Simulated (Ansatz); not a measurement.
Working through a rigid scan of one bond length of CH₆BNSe, SMILES BC(N)[SeH]

With the Ansatz DFT code, driven from Python.

The cells in order, each with its output:

**Cell 1**
```python
import ansatz
import numpy as np
```

**Cell 2**
```python
BASIS_SET = 'def2-SVP'
XC = 'cam_b3lyp'
```

**Cell 3**
```python
GEOMETRY = '''
B    -0.84440    0.77900    0.11350
C     0.43310   -0.06520    0.06090
N     0.21870   -1.33740    0.73550
Se    1.01780   -0.37760   -1.79420
H    -1.88980    0.41130   -0.39930
H    -0.88060    1.90400    0.61280
H     1.28530    0.50250    0.55780
H     0.05400   -1.13770    1.74550
H    -0.54960   -1.83540    0.36270
H     1.23870    1.10530   -1.99210
'''
```

**Cell 4**
```python
mol = ansatz.Crystal.molecule()
for line in GEOMETRY.strip().splitlines():
    symbol, *xyz = line.split()
    mol = mol.atom(symbol, [float(v) for v in xyz])
```

**Cell 5**
```python
symbols = [site.symbol for site in mol.cartesian_sites]
start = np.array([site.position_ang for site in mol.cartesian_sites])
axis = (start[6] - start[1]) / np.linalg.norm(start[6] - start[1])
moving = [6]
lengths, energies = [1.002, 1.047, 1.093, 1.138, 1.184, 1.229, 1.275, 1.343], []
for length in lengths:
    xyz = start.copy()
    xyz[moving] += (length - np.linalg.norm(start[6] - start[1])) * axis
    point = ansatz.Crystal.molecule()
    for symbol, place in zip(symbols, xyz):
        point = point.atom(symbol, place.tolist())
    setup = (
        point.calculation()
        .basis(gaussian=BASIS_SET)
        .functional(XC)
    )
    data = setup.run(threads=1).report
    energies.append(data['free_energy_ev'])
    print(f'r = {length:6.3f} A  E = {energies[-1]:.5f} eV  <S^2> = {abs(data["mean_field"]["state"]["spin_squared"]):.3f}')
```
Output:
```text
r =  1.002 A  E = -68640.10901 eV  <S^2> = 0.000
r =  1.047 A  E = -68640.24769 eV  <S^2> = 0.000
r =  1.093 A  E = -68640.29574 eV  <S^2> = 0.000
r =  1.138 A  E = -68640.27216 eV  <S^2> = 0.000
r =  1.184 A  E = -68640.19310 eV  <S^2> = 0.000
r =  1.229 A  E = -68640.07520 eV  <S^2> = 0.000
r =  1.275 A  E = -68639.92393 eV  <S^2> = 0.000
r =  1.343 A  E = -68639.66105 eV  <S^2> = 0.000
```

**Cell 6**
```python
# quartic fit about the minimum
fit = np.polynomial.Polynomial.fit(lengths, np.array(energies) - min(energies), 4).convert()
roots = [r.real for r in fit.deriv().roots() if abs(r.imag) < 1e-9 and fit.deriv(2)(r.real) > 0]
r_e = min(roots, key=lambda r: abs(r - lengths[int(np.argmin(energies))]))
print(f'minimum of the fit at {r_e:.4f} A, force constant {fit.deriv(2)(r_e):.2f} eV/A^2')
```
Output:
```text
minimum of the fit at 1.0985 A, force constant 33.40 eV/A^2
```

Caveats:
- These settings explore the input space; basis and method may be short of convergence.
- The rest of the molecule is held rigid at a force-field or estimated start geometry, and the basis set is modest; single-reference methods fail as a bond breaks.
- The orbitals are restricted, so S² is zero by construction.
- The whole script took 30 s on 1 thread of Arm Neoverse V2, on a shared host, peak memory 0.32 GiB.
